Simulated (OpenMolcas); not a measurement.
# Mo⁵⁺ among point charges: CASSCF and CASPT2 levels and susceptibility

How does a field of 6 point charges split the states of Mo⁵⁺, and what χT follows?

Method: state-averaged CASSCF and CASPT2, spin-orbit coupling by RASSI with atomic mean-field integrals. Code: OpenMolcas 26.06.

## 1. The atom as given

| Property | Result |
| --- | --- |
| Species | Mo⁵⁺ (molybdenum, Z = 42, 37 electrons) |
| Basis | ANO-RCC-VDZP [6s5p3d1f], 43 functions |
| Scalar Hamiltonian | DKH2, point nucleus |
| Inactive shells | 1s 2s 2p 3s 3p 3d 4s 4p |
| Active space | 1 electron in 5 orbitals (4d) |
| Some configurations of this space | 4d |
| Orbitals | optimised for each spin and parity, averaged over all roots |

The outer shells:

4d
```
4d [↑ ][  ][  ][  ][  ]
```

The ion sits among 6 point charges of -1.7 e arranged as a trigonal prism (D3h), 2.19 Å from the ion, with a polar angle of 46.2° against the regular 49.1°.

Each step is its own input file, run in one work folder so that later steps find the files of earlier ones. Labels, J, g values, rates, χT and fits are worked out afterwards by a script from the matrices that RASSI stores.

## 2. GATEWAY and SEWARD: basis and integrals

a.inp

```
&GATEWAY
Coord
1

Mo 0.0 0.0 0.0
Basis=ANO-RCC-VDZP
Group=NoSym
NoMove
AngMom=0.0 0.0 0.0
AMFI
XField
6 Angstrom 0
1.579437 0.000000 1.517062 -1.700000
-0.789719 1.367833 1.517062 -1.700000
-0.789719 -1.367833 1.517062 -1.700000
1.579437 0.000000 -1.517062 -1.700000
-0.789719 1.367833 -1.517062 -1.700000
-0.789719 -1.367833 -1.517062 -1.700000
&SEWARD
```

Run with:

```bash
> OMP_NUM_THREADS=1 MOLCAS_MEM=1689 MOLCAS_PROJECT=a pymolcas a.inp > a.log
```

## 3. CASSCF: doublets, 5 roots

a.inp

```
&RASSCF
FileOrb=start.orb
Symmetry=1
Spin=2
nActEl=1 0 0
Inactive=18
Ras2=5
CIRoot=5 5 1
SDav=5
CIMx=300
Iter=120 100
PrWF=0.3
OrbListing=Nothing
MaxOrb=0
>>> COPY $Project.JobIph JOB001
```

start.orb holds the contracted functions of the basis, ordered by shell, or the orbitals of the step before.

## 4. State interaction with spin-orbit coupling

a.inp

```
&RASSI
NrOfJobIphs=1 5
1 2 3 4 5
IphNames
JOB001
EJob
SpinOrbit
DIPRint=1.0
SOCoupling=1000.0
Subsets=2
Property=9
'ANGMOM' 1 'ANGMOM' 2 'ANGMOM' 3 'MLTPL  1' 1 'MLTPL  1' 2 'MLTPL  1' 3
'AMFI' 1 'AMFI' 2 'AMFI' 3
SOProperty=3
'ANGMOM' 1 'ANGMOM' 2 'ANGMOM' 3
```

## 5. CASPT2: IPEA 0.25, imaginary shift 0.1 (closed shells correlated: 4s 4p)

a.inp

```
>>> COPY JOB001 $Project.JobIph
&CASPT2
Multistate=5 1 2 3 4 5
NoMult
Frozen=14
IPEA=0.25
Imaginary=0.1
MaxIter=60
WThr=0.0 0.3 0.05
PrWF=0.5
NoMix
```

(Steps that only read results are left out.)

**Question.** What will these runs give? Wanted: spin-free ground state; first state of the same spin within the active space; lowest level; next level.

The runs gave:

```
                                            quantity                                                                        value
                                              method  SS-CASPT2, IPEA 0.25, imaginary shift 0.1 (closed shells correlated: 4s 4p)
                              spin-free ground state                                               2E, 2-fold in its orbital part
first state of the same spin within the active space                                                             2A1 at 6720 cm⁻¹
                                        lowest level                                            2-fold E3/2, g = 0.00, 0.00, 2.01
                                          next level                                                                  2095.4 cm⁻¹
                                         χT at 300 K                                                               0.18 cm³ K/mol
                           effective moment at 300 K                                                                      1.19 μB
```

Cost by method:

| method | time of its own steps | time with the reference |
| --- | --- | --- |
| A. CASSCF | 1.7 s | 1.7 s |
| B. SS-CASPT2, IPEA 0.25, imaginary shift 0.1, +4s 4p | 0.62 s | 2.3 s |

Times are of one thread on a shared host.

What this shows: The spin-free ground state (2E) comes to 100 % from free-ion D terms and keeps the highest spin of the shell. χT at 300 K is 0.18, against 0.38 cm³ K/mol for the spin alone, so orbital moment lowers it. CASPT2 does not keep the components of a term degenerate, and the means are used. The field of point charges can differ much from that of real complexes. Point charges carry no covalency, so the field is a model and not that of real ligands.
